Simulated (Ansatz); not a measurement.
HfB: band structure with r2SCAN

Crystal: HfB.

```xyz
2
Lattice="0.0000 2.3100 2.3100 2.3100 0.0000 2.3100 2.3100 2.3100 0.0000" Properties=species:S:1:pos:R:3 pbc="T T T"
Hf    2.3100    2.3100    2.3100
B     0.0000    0.0000    0.0000
```

* Program: Ansatz 0.2.0
* Task: band structure
* Functional: r2SCAN
* Potentials or basis: Ansatz PAW
* Cutoff: 500 eV (not typed: the program's choice for these potentials)
* k mesh: 10 × 10 × 10
* Occupations: fermi-dirac, width 0.05 eV
* Spin: no spin polarisation
* Path: [["G", "X", "W", "K", "G", "L", "U", "W", "L", "K"], ["U", "X"]]
* Points for each segment of the path: 14

The pressure is 28.9 GPa and the band gap on the k mesh is none (metal or under the smearing width).

Levels at the corners of the path, in eV from the Fermi level:
```
point  band 12  band 13  band 14  band 15  band 16  band 17  band 18  band 19
    Γ    -9.95     2.44     2.44     2.44     4.25     4.25     4.25     4.36
    X    -7.26    -1.11    -1.06     2.51     2.51     6.41     8.32     8.32
    W    -6.13    -1.43    -1.43    -1.32     5.88     5.88     8.34     8.47
    K    -6.33    -2.25    -1.34     0.27     3.40     7.27     8.47    10.35
    Γ    -9.95     2.44     2.44     2.44     4.25     4.25     4.25     4.36
    L    -5.22    -4.48    -1.46    -1.46     6.91     6.91     8.08     8.84
    U    -6.33    -2.25    -1.34     0.27     3.40     7.27     8.47    10.35
    W    -6.13    -1.43    -1.43    -1.32     5.88     5.88     8.34     8.47
    L    -5.22    -4.48    -1.46    -1.46     6.91     6.91     8.08     8.84
    K    -6.33    -2.25    -1.34     0.27     3.40     7.27     8.47    10.35
    U    -6.33    -2.25    -1.34     0.27     3.40     7.27     8.47    10.35
    X    -7.26    -1.11    -1.06     2.51     2.51     6.41     8.32     8.32
```

It took 1.4 s on 2 threads of AMD EPYC 9R45 96-Core Processor (Zen 5), with other jobs on the host, peak memory 0.41 GiB.

Caveat: a pressure of tens of GPa on the cell as given is suspect, and the run, the potentials or the cell itself is likely at fault; spin-orbit coupling is left out, which moves the levels of the heavy elements; the PAW data sets come from PBE, with cores solved anew for the run's functional, which leaves a small shift of forces and pressure.
